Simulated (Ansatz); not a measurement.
# C2H2Te (SMILES C#C[TeH]): one structure at several levels

Aim: energy, forces and dipole at a structure displaced at random from a GFN2-xTB minimum, from CCSD(T) and from density functionals.

The runs use Ansatz 0.2.0, Gaussian basis; single points in def2-TZVPP.

Cores are frozen in the correlated methods. Filled d shells of the heavier atoms are correlated. Core potentials replace the inner electrons past krypton, and spin-orbit coupling is left out.

## (1) Where the work starts

SMILES `C#C[TeH]`, 5 atoms, charge 0, spin multiplicity 1.

Atoms are counted from 1 here; the program's logs count them from 0.

Bond lengths: C1–C2 1.169 Å, C1–H4 1.142 Å, C2–Te3 1.987 Å, Te3–H5 1.751 Å. Angles: C2–C1–H4 169.9°, C1–C2–Te3 172.9°, C2–Te3–H5 89.0°.

As a file:

```xyz
5
charge 0, multiplicity 1
C    -0.71970   -1.00620    0.42800
C     0.09120   -0.24340    0.07100
Te    1.61820    0.94860   -0.37130
H    -1.50420   -1.82130    0.58760
H     0.47550    2.21760   -0.75860
```

## (2) CCSD(T)/def2-TZVPP

The input, run/in.yaml:

```yaml
crystal:
  periodic: [false, false, false]
  atoms:
    - {symbol: C, position_ang: [-0.719700, -1.006200, 0.428000]}
    - {symbol: C, position_ang: [0.091200, -0.243400, 0.071000]}
    - {symbol: Te, position_ang: [1.618200, 0.948600, -0.371300]}
    - {symbol: H, position_ang: [-1.504200, -1.821300, 0.587600]}
    - {symbol: H, position_ang: [0.475500, 2.217600, -0.758600]}
basis:
  gaussian: {orbitals: def2-TZVPP}
correlation: {method: ccsd_t}
output: {forces: true}
```

No record of the launch command was kept for these runs.

## (3) PBE0-D4/def2-TZVPP

run/in.yaml: that of step 2 with these lines changed.

```diff
@@ -10,3 +10,3 @@
   gaussian: {orbitals: def2-TZVPP}
-correlation: {method: ccsd_t}
-output: {forces: true}
+hamiltonian: {xc: pbe0, dispersion: d4}
+output: {forces: true, orbitals: {seedname: orbitals}}
```

## (4) wB97M-V/def2-TZVPP

run/in.yaml: that of step 3 with these lines changed.

```diff
@@ -10,3 +10,3 @@
   gaussian: {orbitals: def2-TZVPP}
-hamiltonian: {xc: pbe0, dispersion: d4}
-output: {forces: true, orbitals: {seedname: orbitals}}
+hamiltonian: {xc: {name: wB97M-V}}
+output: {forces: true}
```

## (5) r2SCAN-D4/def2-TZVPP

run/in.yaml: that of step 4 with these lines changed.

```diff
@@ -10,3 +10,3 @@
   gaussian: {orbitals: def2-TZVPP}
-hamiltonian: {xc: {name: wB97M-V}}
+hamiltonian: {xc: r2scan, dispersion: d4}
 output: {forces: true}
```

## (6) PBE-D4/def2-TZVPP

run/in.yaml: that of step 5 with these lines changed.

```diff
@@ -10,3 +10,3 @@
   gaussian: {orbitals: def2-TZVPP}
-hamiltonian: {xc: r2scan, dispersion: d4}
+hamiltonian: {xc: pbe, dispersion: d4}
 output: {forces: true}
```

## (7) revPBE-D4/def2-TZVPP

run/in.yaml: that of step 6 with these lines changed.

```diff
@@ -10,3 +10,3 @@
   gaussian: {orbitals: def2-TZVPP}
-hamiltonian: {xc: pbe, dispersion: d4}
+hamiltonian: {xc: {name: revPBE}, dispersion: d4}
 output: {forces: true}
```

## (8) LC-wPBE/def2-TZVPP

run/in.yaml: that of step 7 with these lines changed.

```diff
@@ -10,3 +10,3 @@
   gaussian: {orbitals: def2-TZVPP}
-hamiltonian: {xc: {name: revPBE}, dispersion: d4}
+hamiltonian: {xc: {name: LC-wPBE}}
 output: {forces: true}
```

(Steps that only read results are left out.)

Before running it: what results should come out? Wanted: energy less free atoms, CCSD(T)/def2-TZVPP; RMS force component; RMS force error; HOMO and LUMO, PBE0-D4; T1 diagnostic.

**Answer**, as computed:

```
                                  quantity                                                                                             value
energy less free atoms, CCSD(T)/def2-TZVPP                                                                                    -1703.6 kJ/mol
                       RMS force component                                                              1.924 to 2.523 eV/Å over the methods
                           RMS force error  PBE0-D4 0.395, wB97M-V 0.545, r2SCAN-D4 0.273, PBE-D4 0.175, revPBE-D4 0.176, LC-wPBE 0.710 eV/Å
                    HOMO and LUMO, PBE0-D4                                                                                -6.41 and -1.28 eV
                             T1 diagnostic                                                                                             0.012
```

In words: Against CCSD(T) the functionals' energies less atoms differ by -126.4 to -28.2 kJ/mol, PBE-D4 by -126.4 kJ/mol. A larger basis would deepen the CCSD(T) value, while the functionals are nearly converged already, so the order here is not reliable. On forces the order runs from PBE-D4 to LC-wPBE. Frozen-core CCSD(T) forces in triple zeta carry basis errors of their own, and this is one geometry, so small gaps rank nothing.
